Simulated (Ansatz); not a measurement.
**C₄H₄Ge: small, medium and large basis sets**

Aim: see how fast density functionals converge with the basis set for C₄H₄Ge.

Computed with Ansatz 0.2.0, Gaussian basis. Level: one geometry, several basis sets.

Plan: PBE0-D4/def2-SVP; ωB97M-V/def2-SVP; PBE0-D4/def2-QZVPP; ωB97M-V/def2-QZVPP; the functionals' def2-TZVPP values are taken from earlier runs.

## 1. Structure used throughout

The geometry comes from an earlier relaxation with PBE0-D4 in a triple-zeta def2 set; it is a stationary point, not always the lowest conformer.

SMILES `C#[C][GeH2][C]#C`, 9 atoms, charge 0, spin multiplicity 1.

Atoms are counted from 1 here; the program's logs count them from 0.

Bond lengths: C1–C2 1.204 Å, C1–H6 1.066 Å, C2–Ge3 1.897 Å, Ge3–C4 1.897 Å, Ge3–H7 1.531 Å, Ge3–H8 1.531 Å, C4–C5 1.204 Å, C5–H9 1.066 Å. Angles: C2–C1–H6 179.8°, C1–C2–Ge3 179.2°, C2–Ge3–C4 108.7°, C2–Ge3–H7 109.2°, C2–Ge3–H8 109.2°, C4–Ge3–H7 109.2°, C4–Ge3–H8 109.2°, H7–Ge3–H8 111.3°, Ge3–C4–C5 179.2°, C4–C5–H9 179.8°.

## 2. PBE0-D4 in def2-SVP

in.yaml

```yaml
crystal:
  periodic: [false, false, false]
  atoms:
    - {symbol: C, position_ang: [1.318253, 0.018503, 2.307891]}
    - {symbol: C, position_ang: [0.953845, -0.261627, 1.194682]}
    - {symbol: Ge, position_ang: [0.397745, -0.721853, -0.559409]}
    - {symbol: C, position_ang: [-1.026743, 0.423849, -1.065461]}
    - {symbol: C, position_ang: [-1.932808, 1.143156, -1.400339]}
    - {symbol: H, position_ang: [1.638463, 0.268883, 3.293257]}
    - {symbol: H, position_ang: [1.568823, -0.527088, -1.526392]}
    - {symbol: H, position_ang: [-0.094919, -2.171553, -0.567448]}
    - {symbol: H, position_ang: [-2.734358, 1.781530, -1.693881]}
basis:
  gaussian: {orbitals: def2-SVP}
hamiltonian: {xc: pbe0, dispersion: d4}
output: {orbitals: {seedname: orbitals}}
```

Launch:

```bash
> ansatz run in.yaml --threads 4 --pin off --events-out ev --progress --plain --max-ram 10444MiB
```

The runs that follow: ωB97M-V in def2-SVP; PBE0-D4 in def2-QZVPP; ωB97M-V in def2-QZVPP.

Before running them: what should the planned runs give, taken together? Wanted: PBE0-D4: double and triple zeta above quadruple; ωB97M-V: double and triple zeta above quadruple.

**Answer**, as computed:

| quantity | value |
| --- | --- |
| PBE0-D4: double and triple zeta above quadruple | 13.28, 1.44 eV |
| ωB97M-V: double and triple zeta above quadruple | 13.41, 1.38 eV |

In words: For PBE0-D4 the step from double to triple zeta gains 11.84 eV and the next only 1.44 eV. Total energies overstate the basis error of differences, where much of it tends to cancel.
